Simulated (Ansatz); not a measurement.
**Ge₅H₁₀: a ladder of functionals and wavefunction methods**

Aim: compute Ge₅H₁₀ with functionals from several rungs and with coupled cluster, and see how far each lands from CCSD(T) at the basis-set limit for the atomisation energy.

Computed with Ansatz 0.2.0, Gaussian basis. Level: functionals in def2-TZVPP, the program's frozen cores in correlated methods.

The runs, in order: LDA (SPW92), PBE-D4, revPBE-D4, BLYP-D4, r2SCAN-D4, B97M-V, PBE0-D4, B3LYP-D4, r2SCANh-D4, r2SCAN0-D4, HSE06-D4, BHLYP-D4, CAM-B3LYP-D4, LC-ωPBE, ωB97X-V, ωB97M-V, B2PLYP, PBE-QIDH; CCSD(T)/def2-SVP; CCSD(T)/def2-TZVPP; MP2/def2-QZVPP; extrapolation to the limit; RPA on PBE.

## Step 1: Structure used throughout

An earlier PBE0-D4 in a triple-zeta def2 set relaxation fixed the geometry.

15 atoms, charge 0, spin multiplicity 1.

Atoms are counted from 1 here; the program's logs count them from 0.

Bond lengths: Ge1–Ge2 2.436 Å, Ge1–Ge5 2.431 Å, Ge1–H6 1.540 Å, Ge1–H7 1.539 Å, Ge2–Ge3 2.440 Å, Ge2–H8 1.540 Å, Ge2–H9 1.539 Å, Ge3–Ge4 2.435 Å, Ge3–H10 1.539 Å, Ge3–H11 1.540 Å, Ge4–Ge5 2.430 Å, Ge4–H12 1.539 Å, Ge4–H13 1.540 Å, Ge5–H14 1.538 Å, Ge5–H15 1.540 Å. Angles: Ge2–Ge1–Ge5 105.0°, Ge2–Ge1–H6 109.5°, Ge2–Ge1–H7 112.0°, Ge5–Ge1–H6 109.1°, Ge5–Ge1–H7 112.7°, H6–Ge1–H7 108.4°, Ge1–Ge2–Ge3 106.5°, Ge1–Ge2–H8 110.0°, Ge1–Ge2–H9 111.1°, Ge3–Ge2–H8 109.9°, Ge3–Ge2–H9 111.1°, H8–Ge2–H9 108.2°, Ge2–Ge3–Ge4 106.3°, Ge2–Ge3–H10 111.3°, Ge2–Ge3–H11 109.7°, Ge4–Ge3–H10 111.5°, Ge4–Ge3–H11 109.7°, H10–Ge3–H11 108.3° and more.

Coordinates:

```tsv
atom	x (Å)	y (Å)	z (Å)
Ge1	-1.73353	0.93395	0.54009
Ge2	-0.31348	-0.42687	1.97819
Ge3	1.64818	-1.02159	0.65387
Ge4	1.39056	0.10169	-1.49086
Ge5	-1.00636	0.42818	-1.72359
H6	-1.47943	2.42498	0.83096
H7	-3.22777	0.64235	0.76258
H8	-1.06322	-1.70178	2.40571
H9	0.08941	0.34389	3.24793
H10	2.94906	-0.60035	1.35993
H11	1.68635	-2.54603	0.44046
H12	1.99869	-0.70886	-2.64856
H13	2.08490	1.47563	-1.43840
H14	-1.36345	1.54002	-2.72514
H15	-1.65992	-0.88521	-2.19318
```

## Step 2: LDA

This LDA is Slater exchange with PW92 correlation.

in.yaml reads:

```yaml
crystal:
  periodic: [false, false, false]
  atoms:
    - {symbol: Ge, position_ang: [-1.733533, 0.933952, 0.540094]}
    - {symbol: Ge, position_ang: [-0.313479, -0.426873, 1.978185]}
    - {symbol: Ge, position_ang: [1.648180, -1.021590, 0.653869]}
    - {symbol: Ge, position_ang: [1.390561, 0.101691, -1.490862]}
    - {symbol: Ge, position_ang: [-1.006357, 0.428185, -1.723595]}
    - {symbol: H, position_ang: [-1.479429, 2.424984, 0.830958]}
    - {symbol: H, position_ang: [-3.227766, 0.642346, 0.762585]}
    - {symbol: H, position_ang: [-1.063220, -1.701783, 2.405711]}
    - {symbol: H, position_ang: [0.089415, 0.343886, 3.247930]}
    - {symbol: H, position_ang: [2.949056, -0.600345, 1.359930]}
    - {symbol: H, position_ang: [1.686350, -2.546027, 0.440462]}
    - {symbol: H, position_ang: [1.998690, -0.708859, -2.648557]}
    - {symbol: H, position_ang: [2.084898, 1.475632, -1.438398]}
    - {symbol: H, position_ang: [-1.363451, 1.540016, -2.725136]}
    - {symbol: H, position_ang: [-1.659924, -0.885213, -2.193175]}
basis:
  gaussian: {orbitals: def2-TZVPP}
hamiltonian: {xc: lda}
output: {orbitals: {seedname: orbitals}}
```

The runs that follow: PBE-D4 (GGA); revPBE-D4 (GGA); BLYP-D4 (GGA); r2SCAN-D4 (meta-GGA); B97M-V (meta-GGA); PBE0-D4 (hybrid); B3LYP-D4 (hybrid); r2SCANh-D4 (hybrid); r2SCAN0-D4 (hybrid); HSE06-D4 (hybrid); BHLYP-D4 (hybrid); CAM-B3LYP-D4 (range-separated); LC-ωPBE-D4 (range-separated); ωB97X-V (range-separated); ωB97M-V (range-separated); B2PLYP (double hybrid); PBE-QIDH (double hybrid); CCSD(T) in def2-SVP; CCSD(T) in def2-TZVPP; MP2 in def2-QZVPP; RPA on PBE orbitals.

Q: Predict the results of all the runs planned. Wanted: atomisation energy, CCSD(T)/CBS; farthest beyond LDA; mean size of error, GGA; mean size of error, meta-GGA; mean size of error, hybrid; mean size of error, range-separated; mean size of error, double hybrid; gap, smallest and largest; T1 diagnostic.

As calculated:

```
                               quantity                                   value
        atomisation energy, CCSD(T)/CBS                               41.823 eV
    functionals within 0.418 eV (1.0 %)  r2SCAN-D4, B97M-V, r2SCANh-D4, ωB97X-V
                    farthest beyond LDA                   revPBE-D4 (-1.832 eV)
                mean size of error, GGA                                1.457 eV
           mean size of error, meta-GGA                                0.200 eV
             mean size of error, hybrid                                0.749 eV
    mean size of error, range-separated                                0.727 eV
      mean size of error, double hybrid                                0.969 eV
              gap, smallest and largest   5.06 eV (BLYP-D4), 11.24 eV (LC-ωPBE)
                          T1 diagnostic                                  0.0118
triples share of the correlation energy                                   3.7 %
```

What this shows: The LDA atomisation energy is off by 4.921 eV (12 %): it overbinds. PBE-D4 misses by -0.959 eV. Double hybrids carry the basis error of their MP2 part in triple zeta, and no dispersion term here, so their miss is partly the set-up's. Taken by rung, meta-GGA functionals do best (0.200 eV on average) and GGA ones worst beyond LDA (1.457 eV). The reference freezes the cores and leaves out relativity and excitations past (T), and its outer-core shells are covered unevenly, so misses under about 0.418 eV can't be ranked. Hartree-Fock recovers 71 % of the binding; the rest is correlation. CCSD(T) in def2-SVP is off by -3.116 eV, which most functionals beat. The gap grows from 5.1 to 11.2 eV across the functionals, mostly with the share of exact exchange. Correlated methods include outer-core shells of Ge, which these sets cover unevenly.
